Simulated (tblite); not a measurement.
# C6H12B2OSi: the cost of one run

The runs use tblite 0.8.0 and PySCF 2.14.0, with density-fitted response routines of our own; the level of theory stands in each step. All values are computed, except where a source is named. Atoms are numbered from 0 throughout.

**1. The molecule as given**

22 atoms, charge 0, multiplicity 1; geometry from: force field or distance geometry start.

Bonds of the start (Å): B0–O1 1.50, O1–B2 1.47, B2–C3 1.56, C3–C4 1.20, C4–Si5 1.82, B2–C6 1.61, C6–C7 1.52, C7–C8 1.49, C8–C9 1.36, B0–H10 1.19, B0–H11 1.18, Si5–H12 1.47, Si5–H13 1.45, Si5–H14 1.48, C6–H15 1.12, C6–H16 1.12, C7–H17 1.11, C7–H18 1.11, C8–H19 1.08, C9–H20 1.08, C9–H21 1.10.

**2. Geometry optimisation with GFN2-xTB**

The job: settings as JSON, then the geometry in Å.

```
{"job": {"kind": "relax", "xc": "GFN2-xTB", "basis": "xTB"}, "charge": 0, "multiplicity": 1}
B      1.552200    -2.658400     0.543500
O      0.128400    -2.365600     0.193800
B      0.017400    -0.901000     0.119600
C      1.300600    -0.101000    -0.254200
C      2.303200     0.510000    -0.501300
Si     3.796000     1.471600    -0.899900
C     -1.030000    -0.246100     1.148500
C     -1.796000     0.856200     0.443800
C     -2.536000     0.285500    -0.720500
C     -3.882900     0.434500    -0.687200
H      2.063700    -3.556900    -0.048000
H      2.254400    -1.800400     0.935500
H      5.016000     0.665300    -0.775300
H      3.655000     1.980900    -2.253300
H      3.889200     2.549700     0.112200
H     -1.741900    -1.052000     1.443400
H     -0.507300     0.166100     2.043300
H     -1.093800     1.657200     0.115800
H     -2.532200     1.334500     1.129600
H     -2.050600    -0.210600    -1.545300
H     -4.468000     0.048900    -1.510800
H     -4.347800     0.951100     0.164400
```

Run with:

```
$ OMP_NUM_THREADS=1 python probes_run.py task.json out
```

The driver reads the jobs from task.json and runs them one after another.

Q: Estimate the wall time and peak memory of this first job on 1 thread of Arm Neoverse V1, shared host.

About 1.4 s, with a peak of 0.18 GiB.
